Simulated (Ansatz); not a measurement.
HfB:

```
Hf B
1.0
     0.00000    2.31000    2.31000
     2.31000    0.00000    2.31000
     2.31000    2.31000    0.00000
Hf B
1 1
Direct
  0.50000 0.50000 0.50000
  0.00000 0.00000 0.00000
```

```yaml
Program: Ansatz 0.2.0
Task: relaxation of cell and atoms
Functional: BLYP
Dispersion: D4
Potentials_or_basis: Ansatz PAW
Cutoff: "420 eV (not typed: the program's choice for these potentials)"
k_mesh: 10 × 10 × 10
Occupations: fermi-dirac, width 0.05 eV
Spin: no spin polarisation
```

At the start: volume 12.33 Å³/atom.

How do energy, volume and symmetry change on relaxing?

It ends after 7 steps and the volume is 14.00 Å³/atom (+13.6 %); space group Fm-3m (No. 225, to 0.05 Å).

Step by step:
| step | energy change (eV) | largest force (eV/Å) | volume (Å³) |
| --- | --- | --- | --- |
| 1 | 0.0000 | 0.0000 | 24.65 |
| 2 | -0.2486 | 0.0000 | 28.44 |
| 3 | -0.2527 | 0.0000 | 28.05 |
| 4 | -0.2528 | 0.0000 | 27.98 |
| 5 | -0.2563 | 0.0000 | 27.98 |
| 6 | -0.2563 | 0.0000 | 27.99 |
| 7 | -0.2563 | 0.0000 | 27.99 |

Final structure:
```yaml
crystal:
  lattice:
    - [0.00000, 2.40997, 2.40997]
    - [2.40997, 0.00000, 2.40997]
    - [2.40997, 2.40997, 0.00000]
  atoms:
    - { symbol: Hf, position: [0.50000, 0.50000, 0.50000] }
    - { symbol: B, position: [0.00000, 0.00000, 0.00000] }
```

Caveat: the plane-wave basis is chosen anew once the cell has moved, so the energies of steps on either side of that aren't comparable; pairwise dispersion overbinds metals, which lowers pressure and volume; the PAW data sets come from PBE, with cores solved anew for the run's functional, which leaves a small shift of forces and pressure.
